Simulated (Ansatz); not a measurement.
# C₂H₄IN: small, medium and large basis sets

The task here is to estimate one member of a computed series from the others.

Method: one geometry, several basis sets; program: Ansatz 0.2.0, Gaussian basis.

Levels to be run: PBE0-D4/def2-SVP; ωB97M-V/def2-SVP; PBE0-D4/def2-QZVPP; ωB97M-V/def2-QZVPP; the functionals' def2-TZVPP values are taken from earlier runs.

### The geometry

All runs share one geometry, relaxed beforehand with PBE0-D4 in a triple-zeta def2 set. I takes the def2 core potential; no spin-orbit term is included.

SMILES `C=C(N)I`, 8 atoms, charge 0, spin multiplicity 1.

Atoms are counted from 1 here; the program's logs count them from 0.

Bond lengths: C1–C2 1.329 Å, C1–H5 1.078 Å, C1–H6 1.086 Å, C2–N3 1.377 Å, C2–I4 2.098 Å, N3–H7 1.007 Å, N3–H8 1.010 Å. Angles: C2–C1–H5 121.9°, C2–C1–H6 119.8°, H5–C1–H6 118.2°, C1–C2–N3 127.2°, C1–C2–I4 120.0°, N3–C2–I4 112.6°, C2–N3–H7 116.0°, C2–N3–H8 114.3°, H7–N3–H8 113.2°.

The first run:

Input file in.yaml:

```yaml
crystal:
  periodic: [false, false, false]
  atoms:
    - {symbol: C, position_ang: [-0.284821, 1.172407, -0.132716]}
    - {symbol: C, position_ang: [-0.169656, -0.147759, -0.235770]}
    - {symbol: N, position_ang: [0.800814, -0.945498, 0.327126]}
    - {symbol: I, position_ang: [-1.485054, -1.223740, -1.465932]}
    - {symbol: H, position_ang: [-1.020738, 1.726438, -0.693169]}
    - {symbol: H, position_ang: [0.385920, 1.723318, 0.519597]}
    - {symbol: H, position_ang: [0.512401, -1.874647, 0.587134]}
    - {symbol: H, position_ang: [1.353332, -0.487721, 1.037929]}
basis:
  gaussian: {orbitals: def2-SVP}
hamiltonian: {xc: pbe0, dispersion: d4}
output: {orbitals: {seedname: orbitals}}
```

The run is started by

```bash
ansatz run in.yaml --threads 2 --pin off --events-out ev --progress --plain --max-ram 4352MiB
```

Steps of the session up to this table: PBE0-D4 in def2-SVP; ωB97M-V in def2-SVP; PBE0-D4 in def2-QZVPP; ωB97M-V in def2-QZVPP.

One of the session's tables, all rows but one given; the rest of the session is left out.

It belongs to the step «Density functionals: the series». 

| functional | basis | HOMO (eV) |
| --- | --- | --- |
| PBE0-D4 | def2-SVP | -6.26 |
| PBE0-D4 | def2-TZVPP | -6.41 |
| PBE0-D4 | def2-QZVPP | -6.44 |
| ωB97M-V | def2-SVP | -8.42 |
| ωB97M-V | def2-TZVPP | ? |
| ωB97M-V | def2-QZVPP | -8.60 |

Estimate the missing values for ωB97M-V, def2-TZVPP.

The run gave: HOMO (eV): -8.58. In the column «HOMO (eV)» it lies between ωB97M-V, def2-QZVPP (-8.60) and ωB97M-V, def2-SVP (-8.42).
